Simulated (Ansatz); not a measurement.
# C₄H₈Si: small, medium and large basis sets

The task here is to estimate one member of a computed series from the others.

Method: one geometry, several basis sets; program: Ansatz 0.2.0, Gaussian basis.

Plan: PBE0-D4/def2-SVP; ωB97M-V/def2-SVP; PBE0-D4/def2-QZVPP; ωB97M-V/def2-QZVPP; the functionals' def2-TZVPP values are taken from earlier runs.

### The relaxed structure

An earlier PBE0-D4 in a triple-zeta def2 set relaxation fixed the geometry.

SMILES `C=C1CC1[SiH3]`, 13 atoms, charge 0, spin multiplicity 1.

Atoms are counted from 1 here; the program's logs count them from 0.

Bond lengths: C1–C2 1.315 Å, C1–H6 1.085 Å, C1–H7 1.084 Å, C2–C3 1.453 Å, C2–C4 1.462 Å, C3–C4 1.541 Å, C3–H8 1.085 Å, C3–H9 1.086 Å, C4–Si5 1.861 Å, C4–H10 1.088 Å, Si5–H11 1.487 Å, Si5–H12 1.487 Å, Si5–H13 1.489 Å. Angles: C2–C1–H6 121.2°, C2–C1–H7 121.1°, H6–C1–H7 117.6°, C1–C2–C3 148.6°, C1–C2–C4 147.5°, C3–C2–C4 63.8°, C2–C3–C4 58.3°, C2–C3–H8 118.5°, C2–C3–H9 119.1°, C4–C3–H8 117.2°, C4–C3–H9 117.9°, H8–C3–H9 114.5°, C2–C4–C3 57.8°, C2–C4–Si5 119.3°, C2–C4–H10 116.4°, C3–C4–Si5 119.1°, C3–C4–H10 115.4°, Si5–C4–H10 116.2° and more.

Geometry (Å):

```
C    -1.36971    1.61289   -0.35365
C    -0.37910    0.91100    0.15194
C     0.32913    0.43308    1.32733
C     0.77453    0.04902   -0.09733
Si    0.49810   -1.69184   -0.69278
H    -1.51742    1.68605   -1.42558
H    -2.06553    2.14267    0.28748
H     0.95684    1.13002    1.87320
H    -0.12779   -0.33717    1.94188
H     1.67808    0.54134   -0.45207
H     0.28399   -1.72534   -2.16431
H    -0.70794   -2.23182   -0.01086
H     1.66741   -2.55469   -0.37043
```

The first run:

File in.yaml:

```yaml
crystal:
  periodic: [false, false, false]
  atoms:
    - {symbol: C, position_ang: [-1.369706, 1.612886, -0.353655]}
    - {symbol: C, position_ang: [-0.379095, 0.910999, 0.151936]}
    - {symbol: C, position_ang: [0.329125, 0.433079, 1.327327]}
    - {symbol: C, position_ang: [0.774532, 0.049025, -0.097330]}
    - {symbol: Si, position_ang: [0.498102, -1.691840, -0.692782]}
    - {symbol: H, position_ang: [-1.517421, 1.686051, -1.425578]}
    - {symbol: H, position_ang: [-2.065528, 2.142666, 0.287477]}
    - {symbol: H, position_ang: [0.956838, 1.130016, 1.873199]}
    - {symbol: H, position_ang: [-0.127793, -0.337172, 1.941879]}
    - {symbol: H, position_ang: [1.678083, 0.541340, -0.452068]}
    - {symbol: H, position_ang: [0.283994, -1.725339, -2.164306]}
    - {symbol: H, position_ang: [-0.707939, -2.231819, -0.010865]}
    - {symbol: H, position_ang: [1.667406, -2.554692, -0.370434]}
basis:
  gaussian: {orbitals: def2-SVP}
hamiltonian: {xc: pbe0, dispersion: d4}
output: {orbitals: {seedname: orbitals}}
```

Among the steps run: PBE0-D4 in def2-SVP; ωB97M-V in def2-SVP; PBE0-D4 in def2-QZVPP; ωB97M-V in def2-QZVPP.

One of the session's tables, all rows but one given; the rest of the session is left out.

It belongs to the step «Functionals by basis». 

```
functional       basis  HOMO (eV)  LUMO (eV)
   PBE0-D4    def2-SVP      -7.41       0.13
   PBE0-D4  def2-TZVPP      -7.44      -0.06
   PBE0-D4  def2-QZVPP      -7.45      -0.15
   ωB97M-V    def2-SVP          ?          ?
   ωB97M-V  def2-TZVPP      -9.66       1.92
   ωB97M-V  def2-QZVPP      -9.66       1.59
```

Estimate the missing values for ωB97M-V, def2-SVP.

As computed: HOMO (eV): -9.63; LUMO (eV): 2.24. In the column «HOMO (eV)» it lies between ωB97M-V, def2-QZVPP (-9.66) and PBE0-D4, def2-QZVPP (-7.45).
